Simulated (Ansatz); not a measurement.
# One shape, several levels: NBrO (nitrosyl bromide)

Aim: a comparison of 6 runs (PBE/STO-3G, SVWN5/STO-3G, UB3LYP/STO-3G, UPBE0/STO-3G, BCCD(T)/STO-3G, UCCSD(T)/STO-3G) of NBrO (nitrosyl bromide). 

The calculation is run with Ansatz 0.2.0.

69 further runs of the same task are left out: 10 that didn't finish, 59 set aside as unsound or not needed.

**1. Starting point**

NBrO has 3 atoms, charge 0, and is taken as a singlet. SMILES: `O=NBr`. The Br3–N2 distance was set to 3.175 Å, away from the relaxed value. At this shape a bond of the SMILES string is far longer than usual.

Bond lengths: O1–N2 1.126 Å. A long bond or contact: N2–Br3 3.175 Å.

**2. The energy at PBE/STO-3G (run 1)**

The input, molecule.yaml:

```yaml
basis:
  gaussian:
    orbitals: STO-3G
crystal:
  periodic: [false, false, false]
  atoms:
    - {symbol: O, position_ang: [1.367741, -1.606704, 0.579863]}
    - {symbol: N, position_ang: [0.381021, -1.596384, 0.038403]}
    - {symbol: Br, position_ang: [-0.896840, 1.283280, -0.355590]}
hamiltonian:
  xc: {name: PBE}
accuracy: high
```

Launch:

```
ansatz run molecule.yaml --threads 1 --pin off --max-ram 3480MiB --events-out events.jsonl --progress --plain --runs-dir runs
```

Standard output:

```text
Warning: RAYON_NUM_THREADS=1 ignored (pool sized by the plan → 1); use --threads N
Functional definition: PBE
  name "PBE"
  parameter kappa = 0.804
  parameter beta = 0.06672455060314922
  exchange = pbe_x(kappa = kappa, mu = beta*pi^2/3)
  correlation = pbe_c(beta = beta)
365 factors; integrals over basis functions are off by at most 2.4e-8 eV
mean field evaluation 1: about -72741.9943 eV, gradient 2.5e1 eV
mean field evaluation 2: about -72441.9129 eV, gradient 5.4e1 eV
mean field evaluation 4: about -72647.0978 eV, gradient 1.6e1 eV
mean field evaluation 8: about -72749.7341 eV, gradient 2.7e0 eV
mean field evaluation 16: about -72749.7322 eV, gradient 2.1e-8 eV
mean field evaluation 32: about -72749.5724 eV, gradient 2.0e-2 eV
mean field evaluation 64: about -72749.7039 eV, gradient 3.3e-1 eV
mean field evaluation 96: about -72749.4508 eV, gradient 3.3e0 eV
mean field -72749.73215791 eV, -2673.5033452636 hartree, gradient 2.1e-8 eV, S^2 0.000000; 7 other end points of the search recorded, 0 dependent functions left out
reference -72749.73215913 eV, -2673.5033453085 hartree; 25, 25 occupied and 3, 3 virtual orbitals, 365 factors
Total energy: -72749.73215913 eV, -2673.5033453085 hartree
```

It took 3.3 s on 1 thread of Intel Xeon Platinum 8375C at 2.90GHz (Ice Lake), shared host; peak memory 0.11 GiB.

**3. The energy at SVWN5/STO-3G (run 2)**

The input, input.yaml:

```yaml
crystal:
  periodic: [false, false, false]
  atoms:
    - {symbol: O, position_ang: [1.367741, -1.606704, 0.579863]}
    - {symbol: N, position_ang: [0.381021, -1.596384, 0.038403]}
    - {symbol: Br, position_ang: [-0.896840, 1.283280, -0.355590]}
basis:
  gaussian: {orbitals: STO-3G}
hamiltonian: {xc: {name: SVWN5}}
accuracy: high
```

Launch:

```
ansatz run input.yaml --threads 1 --pin off --max-ram 3480MiB --events-out events.jsonl --progress --plain --runs-dir runs
```

Standard output:

```text
Warning: RAYON_NUM_THREADS=1 ignored (pool sized by the plan → 1); use --threads N
Functional definition: SVWN5
  name "SVWN5"
  exchange = slater_x
  correlation = vwn5_c
365 factors; integrals over basis functions are off by at most 2.4e-8 eV
mean field evaluation 1: about -72627.9918 eV, gradient 2.6e1 eV
mean field evaluation 2: about -72327.0630 eV, gradient 4.9e1 eV
mean field evaluation 4: about -72532.9053 eV, gradient 1.7e1 eV
mean field evaluation 8: about -72635.8441 eV, gradient 2.7e0 eV
mean field evaluation 16: about -72635.8434 eV, gradient 1.5e-8 eV
mean field evaluation 32: about -72635.6802 eV, gradient 1.5e-2 eV
mean field evaluation 64: about -72635.7752 eV, gradient 4.7e-1 eV
mean field evaluation 96: about -72628.3091 eV, gradient 4.4e1 eV
mean field -72635.84344886 eV, -2669.3180124025 hartree, gradient 1.5e-8 eV, S^2 0.000000; 9 other end points of the search recorded, 0 dependent functions left out
reference -72635.84345004 eV, -2669.3180124459 hartree; 25, 25 occupied and 3, 3 virtual orbitals, 365 factors
Total energy: -72635.84345004 eV, -2669.3180124459 hartree
```

Wall time 1.8 s (1 thread of Intel Xeon Platinum 8375C at 2.90GHz (Ice Lake), shared host); peak memory 0.11 GiB.

**4. A single-point energy at UB3LYP/STO-3G (run 3)**

The input, molecule.yaml:

```yaml
crystal:
  periodic: [false, false, false]
  atoms:
    - {symbol: O, position_ang: [1.367741, -1.606704, 0.579863]}
    - {symbol: N, position_ang: [0.381021, -1.596384, 0.038403]}
    - {symbol: Br, position_ang: [-0.896840, 1.283280, -0.355590]}
basis:
  gaussian: {orbitals: STO-3G}
magnetization: {spin_polarized: true}
hamiltonian: {xc: {name: B3LYP}}
accuracy: high
```

Launch:

```
ansatz run molecule.yaml --threads 1 --pin off --max-ram 3480MiB --events-out events.jsonl --progress --plain --runs-dir runs
```

Standard output:

```text
Warning: RAYON_NUM_THREADS=1 ignored (pool sized by the plan → 1); use --threads N
Functional definition: B3LYP
  name "B3LYP"
  parameter a0 = 0.2
  parameter ax = 0.72
  parameter ac = 0.81
  exchange = (1 - a0 - ax)*slater_x + ax*b88_x + a0*exact_x
  correlation = (1 - ac)*vwn_rpa_c + ac*lyp_c
365 factors; integrals over basis functions are off by at most 2.4e-8 eV
mean field evaluation 1: about -72757.4682 eV, gradient 1.2e1 eV
mean field evaluation 2: about -72662.9431 eV, gradient 1.3e1 eV
mean field evaluation 4: about -72758.0333 eV, gradient 5.5e0 eV
mean field evaluation 8: about -72663.7146 eV, gradient 1.2e1 eV
mean field evaluation 16: about -72763.7976 eV, gradient 1.1e-1 eV
mean field evaluation 32: about -72764.5673 eV, gradient 9.4e-6 eV
mean field evaluation 64: about -72764.5673 eV, gradient 1.1e-8 eV
mean field -72764.56729609 eV, -2674.0485265362 hartree, gradient 4.9e-9 eV, S^2 0.827392; 6 other end points of the search recorded, 0 dependent functions left out
reference -72764.56731915 eV, -2674.0485273837 hartree; 25, 25 occupied and 3, 3 virtual orbitals, 365 factors
Total energy: -72764.56731915 eV, -2674.0485273837 hartree
```

It took 5.4 s on 1 thread of Intel Xeon Platinum 8375C at 2.90GHz (Ice Lake), shared host; peak memory 0.15 GiB.

Runs 4 to 5 aren't shown in full; the table further down has their settings and results.

**5. A single-point energy at UCCSD(T)/STO-3G (run 6)**

The input, in.yaml:

```yaml
crystal:
  periodic: [false, false, false]
  atoms:
    - {symbol: O, position_ang: [1.367741, -1.606704, 0.579863]}
    - {symbol: "N", position_ang: [0.381021, -1.596384, 0.038403]}
    - {symbol: Br, position_ang: [-0.896840, 1.283280, -0.355590]}
basis:
  gaussian:
    orbitals: STO-3G
magnetization:
  spin_polarized: true
accuracy: high
scf:
  omitted_lower_state_checks: [cluster_reference, increment]
correlation:
  method: ccsd_t
  frozen_orbitals: {Br: 9, "N": 1, O: 1}
```

Launch:

```
ansatz run in.yaml --threads 1 --pin off --max-ram 3480MiB --events-out events.jsonl --progress --plain --runs-dir runs
```

Standard output:

```text
Warning: RAYON_NUM_THREADS=1 ignored (pool sized by the plan → 1); use --threads N
[... 20 lines left out ...]
11 core orbitals not correlated: weight in the atoms' cores, before any rotation towards them, 1.000 or more for the frozen orbitals, at most 0.000 for the correlated occupied ones
[... 81 lines left out ...]
Total energy: -72716.51909534 eV, -2672.2827877269 hartree
Checks for a lower state left out: cluster_reference, increment
```

It took 5.1 s on 1 thread of Intel Xeon Platinum 8375C at 2.90GHz (Ice Lake), shared host.

**6. All runs side by side**

| run | level | frozen core orbitals | energy (Eh) | wall time |
| --- | --- | --- | --- | --- |
| 1 | PBE/STO-3G | – | -2673.503345 | 3.3 s |
| 2 | SVWN5/STO-3G | – | -2669.318012 | 1.8 s |
| 3 | UB3LYP/STO-3G | – | -2674.048527 | 5.4 s |
| 4 | UPBE0/STO-3G | – | -2673.733326 | 9 s |
| 5 | BCCD(T)/STO-3G | 11 | -2672.291567 | 0.99 s |
| 6 | UCCSD(T)/STO-3G | 11 | -2672.282788 | 5.1 s |

**7. Outcome**

| quantity | value |
| --- | --- |
| run 6: total energy | -2672.28279 Eh |
| run 6: correlation energy (11 core orbitals frozen) | -124.1 mEh |
| run 6: (T) correction | -2.20 mEh |
| run 6: ⟨S²⟩ of the reference determinant | 1.085 |
| run 6: T1 diagnostic | 0.026 |

In words: Totals of different functionals can't be ranked against each other. In run 5 the log says that unrestricted orbitals would lower the reference, so the values rest on an unstable closed-shell determinant (other closed-shell runs at this shape may share the fault). In runs 1, 2, 3, 4, 5, 6 the basis is minimal, so the values are rough. Spin contamination of the reference: run 6 ⟨S²⟩ = 1.08, run 4 ⟨S²⟩ = 0.85, run 3 ⟨S²⟩ = 0.83. Where it is this large, the reference is a mixture of spin states, and values that rest on it are in doubt. All runs together took 26 s, the longest 9 s.
